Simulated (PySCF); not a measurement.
**A diatomic session: RbS**

One table from this session's results is given with a row withheld; the runs are named, their logs left out.

Method: Rb def2-SVPD with ECP28, S def2-SVPD, scalar-relativistic core potentials; program: PySCF 2.14.0.

The first run:

Settings of the job:

```yaml
atoms: Rb, S
charge: 0
basis: Rb def2-SVPD with ECP28, S def2-SVPD
Hamiltonian: scalar-relativistic core potentials
basis_functions: 54
electrons_treated: 25
masses_in_u: 84.9118, 31.9721
levels: PBE0, PBE, r²SCAN, B2PLYP, r²SCAN0, r²SCANh, ωB97X, HF, MP2, SCS-MP2, CCSD, CCSD(T)
grid: 80 radial by 434 angular points
occupations: held fixed by the projection of orbital angular momentum
dissociation_limit: Rb + S, each in its ground configuration
starting_distance_in_angstrom: 3.045
values_of_2S_to_try: 1, 3
```

Launch:

```console
OMP_NUM_THREADS=1 python dia.py task.json out
```

Steps of the session up to this table: Input; PBE0 along the bond; Excited determinants; PBE (GGA); r²SCAN (meta-GGA); B2PLYP (double hybrid); r²SCAN0 (hybrid meta-GGA); r²SCANh; ωB97X (range-separated hybrid); UHF (mean field); Adding correlation.

One of the session's tables, all rows but one given; the rest of the session is left out.

| level | Re (Å) | ωe (cm⁻¹) | De (eV) |
| --- | --- | --- | --- |
| UHF | 3.079 | 201.4 | 1.63 |
| UHF-MP2 | 3.047 | 205.6 | 2.34 |
| UHF-SCS-MP2 | 3.055 | 204.0 | 2.34 |
| UHF-CCSD | 3.051 | 205.0 | 2.24 |
| UHF-CCSD(T) | ? | ? | ? |
| PBE | 3.020 | 201.0 | 2.66 |
| r²SCAN | 3.026 | 205.4 | 2.74 |
| r²SCANh | 3.021 | 207.2 | 2.71 |
| PBE0 | 3.007 | 208.5 | 2.63 |
| r²SCAN0 | 3.015 | 209.7 | 2.67 |
| ωB97X | 3.014 | 212.0 | 2.94 |
| B2PLYP | 3.035 | 204.5 | 2.49 |

Estimate the missing values for UHF-CCSD(T).

As computed: Re (Å): 3.053; ωe (cm⁻¹): 203.8; De (eV): 2.30. In the column «Re (Å)» it lies between UHF-CCSD (3.051) and UHF-SCS-MP2 (3.055).
